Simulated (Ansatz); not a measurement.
# One shape, several levels: SiH2O2F2 (SMILES O[Si](O)(F)F)

We compute a comparison of 6 runs (HF/STO-3G, HF/3-21G, HF/def2-SVP, BLYP/6-31G*, wB97X/jun-cc-pV(T+d)Z, CCSDT(Q)/MINI) of SiH2O2F2. 

The calculation is run with Ansatz 0.2.0.

5 further runs of the same task are left out: 3 for a known fault of the program, 1 that didn't finish, 1 set aside as unsound or not needed.

## (1) The molecule

SiH2O2F2 has 7 atoms, charge 0, and is taken as a singlet. As SMILES, `O[Si](O)(F)F`. The coordinates come from a PBE0-D4/def2-TZVP relaxation. This is one conformer, not always the lowest.

Bond lengths: O1–Si2 1.609 Å, Si2–O3 1.609 Å, Si2–F4 1.583 Å, Si2–F5 1.583 Å, O1–H6 0.957 Å, O3–H7 0.957 Å. Angles: O1–Si2–O3 107.3°, O1–Si2–F4 112.2°, O1–Si2–F5 110.1°, O3–Si2–F4 110.1°, O3–Si2–F5 112.2°, F4–Si2–F5 104.9°, Si2–O1–H6 118.9°, Si2–O3–H7 118.9°.

## (2) Energy and gradient at HF/STO-3G (run 1)

Input file in.yaml:

```yaml
crystal:
  periodic: [false, false, false]
  atoms:
    - symbol: O
      position_ang: [-1.123000, 0.443800, 0.890500]
    - symbol: Si
      position_ang: [-0.011100, -0.018100, -0.177300]
    - symbol: O
      position_ang: [1.321200, -0.386600, 0.646700]
    - symbol: F
      position_ang: [-0.483500, -1.262700, -1.033600]
    - symbol: F
      position_ang: [0.238000, 1.131800, -1.236100]
    - symbol: H
      position_ang: [-1.829300, 1.022300, 0.602200]
    - symbol: H
      position_ang: [1.948900, -0.998500, 0.262000]
basis:
  gaussian: {orbitals: STO-3G}
hamiltonian: {xc: hf}
accuracy: high
output: {forces: true, orbitals: {seedname: orbitals}}
```

Launch:

```bash
ansatz run in.yaml --threads 1 --pin off --max-ram 2610MiB --events-out events.jsonl --progress --plain --runs-dir runs
```

The log of the run:

```text
Warning: RAYON_NUM_THREADS=1 ignored (pool sized by the plan → 1); use --threads N
Functional definition: HF
  name "HF"
  exchange = exact_x
  correlation = 0
661 factors; integrals over basis functions are off by at most 4.2e-8 eV
mean field evaluation 1: about -17155.9908 eV, gradient 3.1e1 eV
mean field evaluation 2: about -17156.0817 eV, gradient 3.1e1 eV
mean field evaluation 4: about -17159.6183 eV, gradient 1.4e0 eV
mean field evaluation 8: about -17159.6271 eV, gradient 2.5e-5 eV
mean field -17159.62712376 eV, -630.6046655852 hartree, gradient 7.5e-9 eV, S^2 0.000000; 0 other end points of the search recorded, 0 dependent functions left out
the calculation of the forces begins
reference -17159.62712376 eV, -630.6046655852 hartree; 25, 25 occupied and 6, 6 virtual orbitals, 661 factors
Total energy: -17159.62712376 eV, -630.6046655852 hartree
Atom 0 at    -1.123000     0.443800     0.890500 Å, force     0.397333    -0.740256     1.540274 eV/Å
Atom 1 at    -0.011100    -0.018100    -0.177300 Å, force    -0.129856    -0.055986    -1.106427 eV/Å
Atom 2 at     1.321200    -0.386600     0.646700 Å, force    -0.046450     0.897037     1.513630 eV/Å
Atom 3 at    -0.483500    -1.262700    -1.033600 Å, force    -0.158096    -0.336052    -0.096828 eV/Å
Atom 4 at     0.238000     1.131800    -1.236100 Å, force     0.128429     0.323789    -0.162883 eV/Å
Atom 5 at    -1.829300     1.022300     0.602200 Å, force    -0.663021     0.712305    -0.813785 eV/Å
Atom 6 at     1.948900    -0.998500     0.262000 Å, force     0.471662    -0.800836    -0.873981 eV/Å
Dipole moment:    -0.021374    -0.009102    -0.184094 e Å
```

It took 0.71 s on 1 thread of Intel Xeon Platinum 8488C (Sapphire Rapids), shared host; peak memory 0.093 GiB.

## (3) Energy and gradient at HF/3-21G (run 2)

Input file input.yaml:

```yaml
basis:
  gaussian:
    orbitals: 3-21G.json
crystal:
  periodic: [false, false, false]
  atoms:
    - {symbol: O, position_ang: [-1.123000, 0.443800, 0.890500]}
    - {symbol: Si, position_ang: [-0.011100, -0.018100, -0.177300]}
    - {symbol: O, position_ang: [1.321200, -0.386600, 0.646700]}
    - {symbol: F, position_ang: [-0.483500, -1.262700, -1.033600]}
    - {symbol: F, position_ang: [0.238000, 1.131800, -1.236100]}
    - {symbol: H, position_ang: [-1.829300, 1.022300, 0.602200]}
    - {symbol: H, position_ang: [1.948900, -0.998500, 0.262000]}
hamiltonian:
  xc: hf
accuracy: high
output: {forces: true, orbitals: {seedname: orbitals}}
```

The basis set 3-21G is read from a file made from the Basis Set Exchange's data (not shown).

Launch:

```bash
ansatz run input.yaml --threads 1 --pin off --max-ram 2610MiB --events-out events.jsonl --progress --plain --runs-dir runs
```

The log of the run, cut to the lines that bear on the results:

```text
Warning: RAYON_NUM_THREADS=1 ignored (pool sized by the plan → 1); use --threads N
Functional definition: HF
  name "HF"
[...]
1132 factors; integrals over basis functions are off by at most 7.9e-9 eV
[...]
mean field -17292.79102427 eV, -635.4983486671 hartree, gradient 3.4e-8 eV, S^2 0.000000; 0 other end points of the search recorded, 0 dependent functions left out
[...]
reference -17292.79102427 eV, -635.4983486671 hartree; 25, 25 occupied and 28, 28 virtual orbitals, 1132 factors
Total energy: -17292.79102427 eV, -635.4983486671 hartree
Atom 0 at    -1.123000     0.443800     0.890500 Å, force    -0.840990     0.485429    -0.203580 eV/Å
Atom 1 at    -0.011100    -0.018100    -0.177300 Å, force     0.095413     0.040034     0.828703 eV/Å
Atom 2 at     1.321200    -0.386600     0.646700 Å, force     0.773992    -0.508188    -0.340432 eV/Å
Atom 3 at    -0.483500    -1.262700    -1.033600 Å, force    -0.222088    -0.697519    -0.565489 eV/Å
Atom 4 at     0.238000     1.131800    -1.236100 Å, force     0.079068     0.637182    -0.666664 eV/Å
Atom 5 at    -1.829300     1.022300     0.602200 Å, force    -0.505983     0.210949     0.531066 eV/Å
Atom 6 at     1.948900    -0.998500     0.262000 Å, force     0.620587    -0.167888     0.416396 eV/Å
Dipole moment:    -0.022014    -0.009370    -0.189383 e Å
```

It took 1.1 s on 1 thread of Intel Xeon Platinum 8488C (Sapphire Rapids), shared host; peak memory 0.13 GiB.

Run 3 isn't shown in full; the table further down has it.

## (4) Energy and forces at BLYP/6-31G(d) (spherical functions) (run 4)

Input file molecule.yaml:

```yaml
crystal:
  periodic: [false, false, false]
  atoms:
    - {symbol: O, position_ang: [-1.123000, 0.443800, 0.890500]}
    - {symbol: Si, position_ang: [-0.011100, -0.018100, -0.177300]}
    - {symbol: O, position_ang: [1.321200, -0.386600, 0.646700]}
    - {symbol: F, position_ang: [-0.483500, -1.262700, -1.033600]}
    - {symbol: F, position_ang: [0.238000, 1.131800, -1.236100]}
    - {symbol: H, position_ang: [-1.829300, 1.022300, 0.602200]}
    - {symbol: H, position_ang: [1.948900, -0.998500, 0.262000]}
basis:
  gaussian: {orbitals: 6-31G_st_-spherical.json}
total_charge: 0
magnetization: {spin_polarized: false}
hamiltonian: {xc: {name: BLYP}}
accuracy: high
output: {forces: true, orbitals: {seedname: orbitals}}
```

The basis set 6-31G* is read from a file made from the Basis Set Exchange's data (not shown).

Launch:

```bash
ansatz run molecule.yaml --threads 1 --pin off --max-ram 2610MiB --events-out events.jsonl --progress --plain --runs-dir runs
```

The log of the run, cut to the lines that bear on the results:

```text
Warning: RAYON_NUM_THREADS=1 ignored (pool sized by the plan → 1); use --threads N
Functional definition: BLYP
  name "BLYP"
[...]
1690 factors; integrals over basis functions are off by at most 3.2e-9 eV
[...]
mean field -17441.42902686 eV, -640.9606945119 hartree, gradient 2.9e-8 eV, S^2 0.000000; 0 other end points of the search recorded, 0 dependent functions left out
[...]
reference -17441.42907636 eV, -640.9606963309 hartree; 25, 25 occupied and 53, 53 virtual orbitals, 1690 factors
Total energy: -17441.42907636 eV, -640.9606963309 hartree
Atom 0 at    -1.123000     0.443800     0.890500 Å, force    -0.229217    -0.170760     1.199092 eV/Å
Atom 1 at    -0.011100    -0.018100    -0.177300 Å, force    -0.006671    -0.003224    -0.047770 eV/Å
Atom 2 at     1.321200    -0.386600     0.646700 Å, force     0.493077     0.288334     1.094365 eV/Å
Atom 3 at    -0.483500    -1.262700    -1.033600 Å, force    -0.393148    -1.068334    -0.713576 eV/Å
Atom 4 at     0.238000     1.131800    -1.236100 Å, force     0.207298     0.989753    -0.885334 eV/Å
Atom 5 at    -1.829300     1.022300     0.602200 Å, force    -0.615746     0.526543    -0.281684 eV/Å
Atom 6 at     1.948900    -0.998500     0.262000 Å, force     0.544407    -0.562313    -0.365092 eV/Å
Dipole moment:    -0.010769    -0.004595    -0.092708 e Å
```

It took 5.4 s on 1 thread of Intel Xeon Platinum 8488C (Sapphire Rapids), shared host; peak memory 0.21 GiB.

Run 5 isn't shown in full; the table further down has it.

## (5) Energy and gradient at CCSDT(Q)/MINI (run 6)

Input file job.yaml:

```yaml
crystal:
  periodic: [false, false, false]
  atoms:
    - symbol: O
      position_ang: [-1.123000, 0.443800, 0.890500]
    - symbol: Si
      position_ang: [-0.011100, -0.018100, -0.177300]
    - symbol: O
      position_ang: [1.321200, -0.386600, 0.646700]
    - symbol: F
      position_ang: [-0.483500, -1.262700, -1.033600]
    - symbol: F
      position_ang: [0.238000, 1.131800, -1.236100]
    - symbol: H
      position_ang: [-1.829300, 1.022300, 0.602200]
    - symbol: H
      position_ang: [1.948900, -0.998500, 0.262000]
basis:
  gaussian:
    orbitals: MINI.json
correlation:
  method: ccsdt_q
  electrons: outside_noble_gas
  diis_vectors: 3
accuracy: high
scf:
  lower_state_search: standard
output:
  forces: true
  orbitals: {seedname: orbitals}
```

The basis set MINI is read from a file made from the Basis Set Exchange's data (not shown).

Launch:

```bash
ansatz run job.yaml --threads 1 --pin off --max-ram 2610MiB --events-out events.jsonl --progress --plain --runs-dir runs
```

The log of the run:

```text
Warning: RAYON_NUM_THREADS=1 ignored (pool sized by the plan → 1); use --threads N
[... 11 lines left out ...]
9 core orbitals not correlated: weight in the atoms' cores, before any rotation towards them, 1.000 or more for the frozen orbitals, at most 0.000 for the correlated occupied ones
[... 28 lines left out ...]
Total energy: -17282.14827240 eV, -635.1072347498 hartree
[... 7 lines left out ...]
Dipole moment:    -0.013459    -0.005760    -0.116099 e Å
```

Run time: 1.7 min. Hardware: 1 thread of Intel Xeon Platinum 8488C (Sapphire Rapids), shared host; peak memory 0.94 GiB.

## (6) The series

```csv
run,level,task,accuracy,energy (Eh),dipole moment (D),HOMO energy (eV),LUMO energy (eV),wall time
1,HF/STO-3G,gradient,high,-630.604666,0.89,-10.37,12.07,0.71 s
2,HF/3-21G,gradient,high,-635.498349,0.92,-14.50,5.12,1.1 s
3,HF/def2-SVP,gradient,high,-638.563524,0.38,-14.82,4.07,2.6 s
4,BLYP/6-31G* (spherical functions),gradient,high,-640.960696,0.45,-7.66,-0.03,5.4 s
5,"wB97X/jun-cc-pV(T+d)Z (sfX2C, density fitting with cc-pVTZ-jkfit)",energy,medium,-641.961215,–,–,–,9.9 s
6,CCSDT(Q)/MINI,gradient,high,-635.107235,0.56,-14.32,7.01,1.7 min
```

## (7) What came out

```
                                          quantity          value
                               run 6: total energy  -635.10723 Eh
         run 6: dipole moment (correlated density)         0.56 D
        run 6: HOMO energy (Hartree–Fock orbitals)      -14.32 eV
        run 6: LUMO energy (Hartree–Fock orbitals)        7.01 eV
      run 6: HOMO–LUMO gap (Hartree–Fock orbitals)       21.33 eV
run 6: correlation energy (9 core orbitals frozen)     -138.5 mEh
                              run 6: T1 diagnostic          0.011
                   run 6: largest force on an atom     5.796 eV/Å
```

In words: Over runs 1, 2, 3, 4, 6 the dipole moment (its size) runs from 0.38 D (HF/def2-SVP) to 0.92 D (HF/3-21G). Over runs 1, 2, 3, 4 the HOMO–LUMO gap runs from 7.62 eV (BLYP/6-31G*) to 22.44 eV (HF/STO-3G). The two ends differ in method and basis. Totals of different functionals can't be ranked against each other. Some runs of one species differ in core potentials or relativity; totals across that change don't compare. In runs 1, 6 the basis is minimal, so the values are rough. All runs together took 2 min, the longest 1.7 min.
